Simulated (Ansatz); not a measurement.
# Se (bcc type): a single-point run

Aim: a sound single-point run of Se (bcc type).

Program: Ansatz 0.2.0. Level of theory: DFT, LDA, norm-conserving pseudopotentials, Ansatz's default files, scalar-relativistic. These are calculated values, not measurements.

## (1) The starting structure

It takes space group Im-3m (No. 229, cubic). Conventional cell: a = 2.836 Å, b = 2.836 Å, c = 2.836 Å, α = 90.00°, β = 90.00°, γ = 90.00°. Around Se (site symmetry m-3m) lie 8 Se at 2.46 Å.

As a file:

```xyz
1
Lattice="-1.4178 1.4178 1.4178 1.4178 -1.4178 1.4178 1.4178 1.4178 -1.4178" Properties=species:S:1:pos:R:3 pbc="T T T"
Se    0.0000    0.0000    0.0000
```

## (2) Input and run

The input, input.yaml:

```yaml
crystal:
  lattice:
    - [-1.4178418023, 1.4178418023, 1.4178418023]
    - [1.4178418023, -1.4178418023, 1.4178418023]
    - [1.4178418023, 1.4178418023, -1.4178418023]
  atoms:
    - { symbol: Se, position: [0.0, 0.0, 0.0] }
kpoints:
  mp_grid: { grid: [15, 15, 15] }
scf:
  occupations: { method: fermi_dirac, width: 0.08 }
  max_iter: 100
hamiltonian:
  xc: lda
  pseudopotentials: { kind: nc }
output:
  forces: true
  stress: true
  eigenvalues: true
basis:
  ecutwfc: "120 eV"
```

Launch:

```
ansatz run input.yaml --threads 1 --pin off --max-ram 2048MiB --backend cpu --events-out ev --progress --plain --runs-dir out
```

What happens when this is run?

The run converged and reported no error, with warnings (cutoff below recommended). It gives a pressure of 199 GPa, which is large; a structure far from rest gives such values too, whatever the setting.

Look at the input: basis.ecutwfc is 120 eV. With so few plane waves the basis is incomplete by a wide margin.

The test: delete basis.ecutwfc (the default then holds).
